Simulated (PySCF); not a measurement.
# MoHOH: quintet, from a linear start

Where does quintet MoHOH go from a linear start, is the end point a minimum, and what are its modes, charges and moments?

Program: PySCF 2.14.0. Level of theory: PBE0, basis Mo def2-TZVP with ECP28, H def2-TZVP, O def2-TZVP, scalar-relativistic core potentials, no spin–orbit coupling, density fitting. These are calculated values, not measurements.

## (1) The starting structure

4 atoms, charge 0, spin multiplicity 5.

Bond lengths: Mo1–H2 1.700 Å, Mo1–O3 2.010 Å, O3–H4 0.960 Å. Angles: H2–Mo1–O3 180.0°, Mo1–O3–H4 130.0°.

```xyz
4
charge 0 multiplicity 5
Mo    0.0000    0.0000    0.0000
H     0.0000    0.0000    1.7000
O     0.0000    0.0000   -2.0100
H     0.7354    0.0000   -2.6271
```

## (2) The SCF at the typed geometry

The steps below are one call of a driver around PySCF. For each, scf.py gives the equivalent set-up of the SCF; relaxations use the driver's own optimiser. After this first run the driver tries any further starts and a stability analysis.

Contents of scf.py:

```python
from pyscf import gto, scf, dft
mol = gto.M(atom='''
Mo     0.000000     0.000000     0.000000
H      0.000000     0.000000     1.700000
O      0.000000     0.000000    -2.010000
H      0.735400     0.000000    -2.627100''',
    basis={'Mo': 'def2-TZVP', 'H': 'def2-TZVP', 'O': 'def2-TZVP'},
    ecp={'Mo': 'def2-TZVP'},
    charge=0, spin=4)
mf = dft.UKS(mol, xc='PBE0')
mf.grids.atom_grid = (50, 194)
aux = {'Mo': 'def2-universal-JKFIT', 'H': 'def2-universal-JKFIT', 'O': 'def2-universal-JKFIT'}
mf = mf.density_fit(auxbasis=aux)
mf.conv_tol = 1e-08
mf.diis_space = 10
mf.max_cycle = 60
mf.init_guess = 'minao'
mf.verbose = 4
mf.kernel()
```

Launch:

```bash
> OMP_NUM_THREADS=2 python axn.py task.json out
```

What it wrote:

```text
init E= -137.916603536889
[... the frontier-level lines of each cycle are left out ...]
cycle= 1 E= -144.261266469789  delta_E= -6.34  |g|= 0.707  |ddm|= 2.61
cycle= 2 E= -143.179104881937  delta_E= 1.08  |g|= 1.64  |ddm|= 1.61
cycle= 3 E= -144.427007938123  delta_E= -1.25  |g|= 0.297  |ddm|= 1.42
cycle= 4 E= -144.467392014085  delta_E= -0.0404  |g|= 0.0856  |ddm|= 0.282
cycle= 5 E= -144.471810026637  delta_E= -0.00442  |g|= 0.0263  |ddm|= 0.113
cycle= 6 E= -144.472515773312  delta_E= -0.000706  |g|= 0.0108  |ddm|= 0.0492
cycle= 7 E= -144.473100816283  delta_E= -0.000585  |g|= 0.00799  |ddm|= 0.0575
cycle= 8 E= -144.473703404357  delta_E= -0.000603  |g|= 0.00798  |ddm|= 0.0593
cycle= 9 E= -144.473765268133  delta_E= -6.19e-05  |g|= 0.00802  |ddm|= 0.00597
cycle= 10 E= -144.471038313909  delta_E= 0.00273  |g|= 0.0141  |ddm|= 0.28
cycle= 11 E= -144.470204890027  delta_E= 0.000833  |g|= 0.0212  |ddm|= 0.105
cycle= 12 E= -144.470042091032  delta_E= 0.000163  |g|= 0.0266  |ddm|= 0.00885
cycle= 13 E= -144.47002504051  delta_E= 1.71e-05  |g|= 0.019  |ddm|= 0.0396
cycle= 14 E= -144.469447201661  delta_E= 0.000578  |g|= 0.0217  |ddm|= 0.154
cycle= 15 E= -144.469280996863  delta_E= 0.000166  |g|= 0.0252  |ddm|= 0.0604
cycle= 16 E= -144.469321756361  delta_E= -4.08e-05  |g|= 0.0239  |ddm|= 0.0107
cycle= 17 E= -144.469273046219  delta_E= 4.87e-05  |g|= 0.0254  |ddm|= 0.00612
cycle= 18 E= -144.469256781744  delta_E= 1.63e-05  |g|= 0.0263  |ddm|= 0.00736
cycle= 19 E= -144.469408665075  delta_E= -0.000152  |g|= 0.0216  |ddm|= 0.0144
cycle= 20 E= -144.46969472877  delta_E= -0.000286  |g|= 0.00531  |ddm|= 0.04
cycle= 21 E= -144.469686385596  delta_E= 8.34e-06  |g|= 0.00117  |ddm|= 0.0412
cycle= 22 E= -144.469687062798  delta_E= -6.77e-07  |g|= 0.000188  |ddm|= 0.00471
cycle= 23 E= -144.469686418346  delta_E= 6.44e-07  |g|= 7.3e-05  |ddm|= 0.00737
cycle= 24 E= -144.469686394956  delta_E= 2.34e-08  |g|= 2.42e-05  |ddm|= 0.00142
cycle= 25 E= -144.469686390982  delta_E= 3.97e-09  |g|= 7.65e-06  |ddm|= 0.000407
Extra cycle  E= -144.469686391623  delta_E= -6.41e-10  |g|= 8.86e-06  |ddm|= 6.57e-05
converged SCF energy = -144.469686391623  <S^2> = 6.0088112  2S+1 = 5.0035232
```

This step, with its further starts and checks, needed 10 s of wall time on 2 threads of Arm Neoverse V1, shared host.

Energies from each starting density:

```tsv
start	energy (Eh)
the minimal-basis guess	-144.469686
a thermally smeared density	-144.488436
a smeared PBE density	-144.488436
```

This is not the lowest solution: one lies 49.2 kJ/mol lower, at -144.48844 Eh, and the relaxation starts from that.

## (3) Linear start, quintet: relaxation

The program finds Cs symmetry in the start, which this walk keeps.

Changes to scf.py since step 2:

```diff
@@ -3,4 +3,4 @@
-Mo     0.000000     0.000000     0.000000
-H      0.000000     0.000000     1.700000
-O      0.000000     0.000000    -2.010000
-H      0.735400     0.000000    -2.627100''',
+Mo    -0.006394     0.000000     0.285415
+H     -0.006394     0.000000     1.985415
+O     -0.006394     0.000000    -1.724585
+H      0.729006     0.000000    -2.341685''',
@@ -17 +16,0 @@
-mf.init_guess = 'minao'
```

The optimiser's trace:

```tsv
step	energy (Eh)	change (kJ/mol)	largest symmetric gradient (Eh/bohr)
0	-144.488436	0.00	0.05191
1	-144.492223	-9.94	0.02447
2	-144.493346	-12.89	0.00373
3	-144.493441	-13.14	0.00114
4	-144.493469	-13.22	0.00082
5	-144.493482	-13.25	0.00087
6	-144.493507	-13.32	0.00113
7	-144.493519	-13.35	0.00066
8	-144.493523	-13.36	0.00014
9	-144.493523	-13.36	0.00003
```

The walk took 15 s.

After 9 steps and 13.4 kJ/mol it ends at Cs: Mo–H 1.812 Å, Mo–O 1.917 Å, O–H 0.960 Å; H–Mo–O 178.0°, H–O–Mo 138.0°.

## (4) Frequencies

On the finer grid the gradient is checked again; gradients at displacements of ±0.02 bohr then give force constants and infrared intensities.

Changes to scf.py since step 3:

```diff
@@ -3,4 +3,4 @@
-Mo    -0.006394     0.000000     0.285415
-H     -0.006394     0.000000     1.985415
-O     -0.006394     0.000000    -1.724585
-H      0.729006     0.000000    -2.341685''',
+Mo    -0.006267     0.000000     0.271565
+H     -0.078802     0.000000     2.082147
+O      0.002498     0.000000    -1.645032
+H      0.647952     0.000000    -2.355539''',
@@ -11 +11 @@
-mf.grids.atom_grid = (50, 194)
+mf.grids.atom_grid = (75, 302)
@@ -14 +14 @@
-mf.conv_tol = 1e-08
+mf.conv_tol = 1e-10
```

The driver hands on the density of the step before, so the log starts near convergence.

Log of the central SCF (cycles and frontier levels):

```text
init E= -144.49351101734
[... the frontier-level lines of each cycle are left out ...]
cycle= 1 E= -144.493511017341  delta_E= -1.11e-12  |g|= 1.22e-06  |ddm|= 3.27e-06
Extra cycle  E= -144.493511017342  delta_E= -1.11e-12  |g|= 1.35e-06  |ddm|= 3.1e-06
converged SCF energy = -144.493511017342  <S^2> = 6.0297829  2S+1 = 5.011899
```

The whole step took 55 s.

Geometry: Cs; Mo–H 1.812 Å, Mo–O 1.917 Å, O–H 0.960 Å; H–Mo–O 178.0°, H–O–Mo 138.0°.

Modes, for the most abundant isotopes:

```json
{"symmetry": "a''", "ω (cm⁻¹)": "636i", "IR (km/mol)": "192"}
{"symmetry": "a'", "ω (cm⁻¹)": "257", "IR (km/mol)": "47.8"}
{"symmetry": "a'", "ω (cm⁻¹)": "394", "IR (km/mol)": "138"}
{"symmetry": "a'", "ω (cm⁻¹)": "653", "IR (km/mol)": "149"}
{"symmetry": "a'", "ω (cm⁻¹)": "1694", "IR (km/mol)": "337"}
{"symmetry": "a'", "ω (cm⁻¹)": "3879", "IR (km/mol)": "104"}
```

With 1 mode imaginary (up to 636i cm⁻¹) this point is a saddle.

Constants and moments:

```yaml
Dipole_moment: 2.48 D
Highest_occupied_level: -6.33 eV
Lowest_empty_level: -3.40 eV
Rotational_constants: 45.44, 0.2785, 0.2768 cm⁻¹
Zero-point_energy_real_modes: 41.1 kJ/mol
Principal_polarisabilities: 47.7, 51.2, 58.3 bohr³
Atomisation_energy_without_zero-point_energy: 967 kJ/mol
Principal_traceless_quadrupole_moments_about_the_centre_of_mass: -7.85, 3.22, 4.63 D Å
Spin_squared_⟨S²⟩: 6.030
```

Populations by atom (charges in e):

```csv
atom,Mulliken,Löwdin,polar tensor,spin (Mulliken),Mayer order to Mo1
Mo1,0.58,0.42,1.03,4.18,–
H2,-0.17,-0.20,-0.43,-0.11,0.92
O3,-0.75,-0.37,-0.89,-0.08,0.92
H4,0.34,0.16,0.29,0.01,0.02
```

Outer orbital energies (eV). α occupied: -14.41, -10.58, -9.77, -7.72, -7.54, -7.45, -6.61, -6.33; empty: -3.40, -0.55, -0.51, 0.20. β occupied: -42.71, -42.44, -41.40, -27.35, -14.18, -9.98, -9.97, -7.36; empty: -2.18, -1.82, -1.44, -1.38.

Mulliken populations on Mo1 (outside its core potential): s 2.86, p 6.26, d 4.28, f 0.02.

## (5) Following the imaginary mode

The atoms are moved a little along the softest imaginary mode and relaxed again.

The program finds C1 symmetry in the start. The walk stops when the largest gradient is under 0.0003 Eh/bohr and the energy has settled too.

Changes to scf.py since step 4:

```diff
@@ -3,4 +3,4 @@
-Mo    -0.006267     0.000000     0.271565
-H     -0.078802     0.000000     2.082147
-O      0.002498     0.000000    -1.645032
-H      0.647952     0.000000    -2.355539''',
+Mo    -0.006267     0.002356     0.271565
+H     -0.078802    -0.120000     2.082147
+O      0.002498    -0.006106    -1.645032
+H      0.647952    -0.012006    -2.355539''',
@@ -11 +11 @@
-mf.grids.atom_grid = (75, 302)
+mf.grids.atom_grid = (50, 194)
@@ -14 +14 @@
-mf.conv_tol = 1e-10
+mf.conv_tol = 1e-08
```

Energy and gradient, step by step:

```tsv
step	energy (Eh)	change (kJ/mol)	largest gradient (Eh/bohr)
0	-144.493939	0.00	0.00627
1	-144.494819	-2.31	0.01018
2	-144.496939	-7.88	0.01359
3	-144.500609	-17.51	0.01377
4	-144.504961	-28.94	0.01333
5	-144.511943	-47.27	0.02527
6	-144.515057	-55.45	0.02019
7	-144.519413	-66.88	0.01340
8	-144.520245	-69.07	0.00726
9	-144.520489	-69.71	0.00572
10	-144.520830	-70.60	0.00920
11	-144.520991	-71.03	0.00394
12	-144.521061	-71.21	0.00219
13	-144.521082	-71.26	0.00052
14	-144.521085	-71.27	0.00037
15	-144.521087	-71.28	0.00017
```

The walk took 29 s.

End point (C1, 15 steps, 71.3 kJ/mol gained): Mo–H 1.720 Å, Mo–O 1.892 Å, O–H 0.962 Å; H–Mo–O 119.3°, H–O–Mo 121.0°.

## (6) Vibrations and properties at this point

As before: finer grid, then central differences.

Changes to scf.py since step 5:

```diff
@@ -3,4 +3,4 @@
-Mo    -0.006267     0.002356     0.271565
-H     -0.078802    -0.120000     2.082147
-O      0.002498    -0.006106    -1.645032
-H      0.647952    -0.012006    -2.355539''',
+Mo    -0.042122     0.105285     0.250268
+H      0.458868    -0.872894     1.574506
+O      0.170082    -0.546373    -1.512940
+H      1.045039    -0.661636    -1.896023''',
@@ -11 +11 @@
-mf.grids.atom_grid = (50, 194)
+mf.grids.atom_grid = (75, 302)
@@ -14 +14 @@
-mf.conv_tol = 1e-08
+mf.conv_tol = 1e-10
```

Log of the central SCF (cycles and frontier levels):

```text
init E= -144.52109271048
[... the frontier-level lines of each cycle are left out ...]
cycle= 1 E= -144.521092710482  delta_E= -1.22e-12  |g|= 1.81e-06  |ddm|= 3.42e-06
Extra cycle  E= -144.52109271048  delta_E= 1.14e-12  |g|= 2.47e-06  |ddm|= 4.09e-06
converged SCF energy = -144.52109271048  <S^2> = 6.0246596  2S+1 = 5.0098541
```

The whole step needed 67 s of wall time on 2 threads of Arm Neoverse V1, shared host.

Geometry: C1; Mo–H 1.721 Å, Mo–O 1.892 Å, O–H 0.962 Å; H–Mo–O 119.3°, H–O–Mo 121.0°.

Modes, for the most abundant isotopes:

```csv
symmetry,ω (cm⁻¹),IR (km/mol),μ (u)
a,319,99.0,1.10
a,466,96.9,1.06
a,674,240,4.71
a,685,20.4,1.29
a,1826,225,1.02
a,3848,104,1.07
```

All wavenumbers are real: a minimum.

Properties at this point:

```
Dipole moment                                                   : 1.74 D
Highest occupied level                                          : -5.83 eV
Lowest empty level                                              : -1.86 eV
Rotational constants                                            : 5.905, 0.3036, 0.2938 cm⁻¹
Zero-point energy                                               : 46.8 kJ/mol
Principal polarisabilities                                      : 51.1, 52.3, 55.6 bohr³
Atomisation energy without zero-point energy                    : 1040 kJ/mol
Principal traceless quadrupole moments about the centre of mass : -6.91, -1.34, 8.25 D Å
Entropy at 298.15 K and 1 bar (electronic part: spin only)      : 279.4 J/(mol K)
Heat capacity Cp at 298.15 K                                    : 53.0 J/(mol K)
Enthalpy at 298.15 K above 0 K                                  : 12.26 kJ/mol
Rotational symmetry number                                      : 1
Spin squared ⟨S²⟩                                               : 6.025
```

Populations by atom (charges in e):

```
atom  Mulliken  Löwdin  polar tensor  spin (Mulliken)  Mayer order to Mo1
 Mo1      0.55    0.31          0.94             4.15                   –
  H2     -0.13   -0.11         -0.33            -0.16                0.95
  O3     -0.75   -0.36         -0.88            -0.01                0.98
  H4      0.33    0.16          0.27             0.01                0.02
```

Outer orbital energies (eV). α occupied: -13.70, -10.13, -9.90, -8.55, -6.74, -6.49, -6.28, -5.83; empty: -1.86, -0.97, -0.49, 0.58. β occupied: -41.99, -41.31, -40.79, -26.92, -13.46, -9.78, -9.40, -8.18; empty: -1.54, -0.89, -0.89, -0.65.

Mulliken populations on Mo1 (outside its core potential): s 2.70, p 6.24, d 4.50, f 0.02.

## (7) The points found, side by side

| spin | group | bonds | imaginary modes (cm⁻¹) | ΔE (kJ/mol) | with zero-point energy |
| --- | --- | --- | --- | --- | --- |
| quintet | C1 | Mo–H 1.721 Å, Mo–O 1.892 Å, O–H 0.962 Å | none | 0.0 | 0.0 |
| quintet | Cs | Mo–H 1.812 Å, Mo–O 1.917 Å, O–H 0.960 Å | 636i | 72.4 | – |

## (8) Results

```
                                          quantity                                                                  value
                                           minimum                                                            quintet, C1
                                          geometry  Mo–H 1.721 Å, Mo–O 1.892 Å, O–H 0.962 Å; H–Mo–O 119.3°, H–O–Mo 121.0°
                                wavenumbers (cm⁻¹)                 319 (a), 466 (a), 674 (a), 685 (a), 1826 (a), 3848 (a)
                                     dipole moment                                                                 1.74 D
highest occupied, lowest empty level (either spin)                                                        -5.83, -1.86 eV
                        polar-tensor charge of Mo1                                                                +0.94 e
                                 zero-point energy                                                            46.8 kJ/mol
                               entropy at 298.15 K                                                        279.4 J/(mol K)
         atomisation energy (no zero-point energy)                                                            1040 kJ/mol
                                              ⟨S²⟩                                                                  6.025
```

In words: The linear start ends in a minimum without symmetry. In the infrared the band at 674 cm⁻¹ (a) leads. Most of the spin sits on Mo1 (Mulliken spin 4.15, against 4 for the whole molecule). The first SCF alone would have been 49 kJ/mol too high. Other starts or spin states, not run here, may lie lower. One determinant may miss the lowest occupation of an open d or f shell.

The search up to here took 2.9 min.
